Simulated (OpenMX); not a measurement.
The system is MoSe.

```xyz
2
Lattice="3.5002 0.0000 0.0000 0.0000 3.5002 0.0000 0.0000 0.0000 3.5002" Properties=species:S:1:pos:R:3 pbc="T T T"
Mo    0.0000    0.0000    0.0000
Se    1.7501    1.7501    1.7501
```

The cell was built by a generator and needn't be a form met in nature.

Base run:

* Program: OpenMX 3.8.5
* Functional: PBE
* Potentials or basis: OpenMX 2013 PBE set, Mo7.0-s3p2d1, Se7.0-s3p2d1, grid cutoff 400 Ry
* k mesh: 7 × 7 × 7
* Occupations: fermi-dirac, width 0.05 eV
* Spin: no spin polarisation

Its results: pressure -25.6 GPa.

Problem. The run is repeated on the same cell with these changes: potentials or basis from OpenMX 2013 PBE set, Mo7.0-s3p2d1, Se7.0-s3p2d1, grid cutoff 400 Ry to OpenMX 2013 PBE set, Mo7.0-s3p2d2f1, Se7.0-s3p2d2f1, grid cutoff 400 Ry. What comes out?

Solution. Pressure -26.9 GPa.

Caveats: the basis of atomic orbitals isn't converged, which shifts pressures, moduli and gaps.
